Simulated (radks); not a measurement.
# Excited configurations of Kr

The task here is to estimate one member of a computed series from the others.

Program: radks (a radial shooting solver on a logarithmic mesh, Libxc functionals) version 1. Level of theory: scalar-relativistic Kohn-Sham, PBE, spin-polarised, spherical densities, finite nucleus; open shells are filled with parallel spins first. These are calculated values, not measurements, unless marked.

**The system**

```
element            : krypton (Z = 36)
charge             : 0
electrons          : 36
configuration      : [Kr]
nuclear rms radius : 4.1884 fm
```

Outer shells as boxes (Hund's rule):

Kr
```
[Ar] core
3d [↑↓][↑↓][↑↓][↑↓][↑↓]
4s [↑↓]
4p [↑↓][↑↓][↑↓]
```

Set-up of the first run:

Settings of this run:

```text
Z 36
configuration [Kr]
relativity scalar-relativistic
functional pbe,pbe
spin polarised
nucleus finite rms 4.1884 fm
c 137.035999084
```

Command:

```sh
python run_ks.py task.json out
```

The same process makes all the runs of this session.

Among the steps run: Ground configuration: [Kr].

One of the session's tables, all rows but one given; the rest of the session is left out.

It belongs to the step «Ground configuration: [Kr]». Sizes of the orbitals, from the radial functions (bohr):

| level | <r> | outermost maximum (interpolated) | 90 % within | nodes |
| --- | --- | --- | --- | --- |
| 1s | 0.04149 | 0.0271 | 0.0742 | 0 |
| 2s | 0.1835 | 0.154 | 0.284 | 1 |
| 2p | ? | ? | ? | ? |
| 3s | 0.5303 | 0.467 | 0.788 | 2 |
| 3p | 0.5406 | 0.463 | 0.824 | 1 |
| 3d | 0.5559 | 0.411 | 0.910 | 0 |
| 4s | 1.572 | 1.34 | 2.34 | 3 |
| 4p | 1.946 | 1.55 | 3.01 | 2 |

Estimate the missing values for 2p.

**Answer.** <r>: 0.1601; outermost maximum (interpolated): 0.123; 90 % within: 0.261; nodes: 0. In the column «<r>» it lies between 1s (0.04149) and 2s (0.1835).

Limits of these values: Open shells are spherical and high-spin; term and fine-structure splittings are not resolved.
